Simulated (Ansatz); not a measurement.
# Fe4Si: single point with PBEsol

Crystal: Fe4Si.

```
Fe Si
1.0
     0.00000    2.02761    9.46634
     1.52190    0.00000    9.46634
     1.52190    2.02761    0.00000
Fe Si
4 1
Direct
  0.59407 0.59407 0.40593
  0.19797 0.19797 0.80203
  0.80203 0.80203 0.19797
  0.40593 0.40593 0.59407
  0.00000 0.00000 0.00000
```

The cell comes from a database or a generator and needn't be the stable form of this composition.

* Program: Ansatz 0.2.0
* Task: single point
* Functional: PBEsol
* Potentials or basis: PseudoDojo standard (PBEsol files)
* Cutoff: 1225 eV
* Density cutoff: 4898 eV
* k mesh: 11 × 11 × 11
* Occupations: fermi-dirac, width 0.05 eV
* Spin: collinear spin, ferromagnetic start
* Starting moments: [3.0, 3.0, 3.0, 3.0, 0.0] μB

```
Pressure               : -8.3 GPa
Largest force          : 0.083 eV/Å
Band gap on the k mesh : none (metal or under the smearing width)
Net moment             : 9.04 μB per cell
Absolute moment        : 9.68 μB per cell
Site moments           : Fe +2.00, +2.63; Si -0.07 μB
```

Forces in eV/Å, atoms in the order of the input:
```
Fe   0.000  0.000  0.083
Fe   0.000  0.000  0.037
Fe   0.000  0.000 -0.037
Fe   0.000  0.000 -0.083
Si   0.000  0.000  0.000
```

Stress tensor (GPa, compression positive):
```
-7.84  0.00  0.00
 0.00 -8.77  0.00
 0.00  0.00 -8.17
```

Levels at points of the mesh, in eV from the Fermi level:
Spin up:
```
           k point  band 35  band 36  band 37  band 38  band 39  band 40  band 41  band 42  band 43  band 44
(0.00, 0.00, 0.00)    -1.45    -1.36    -1.26    -1.25    -1.19    -1.01    -0.45     6.76     8.82     9.02
```
Spin down:
```
           k point  band 25  band 26  band 27  band 28  band 29  band 30  band 31  band 32  band 33  band 34
(0.00, 0.00, 0.00)    -1.04    -0.50    -0.40    -0.38    -0.37    -0.23     0.05     0.92     0.92     1.02
```

Run time: 2.2 min on 2 threads of AMD EPYC 7R43 64-Core Processor (Zen 3) (shared host), peak memory 2.8 GiB.
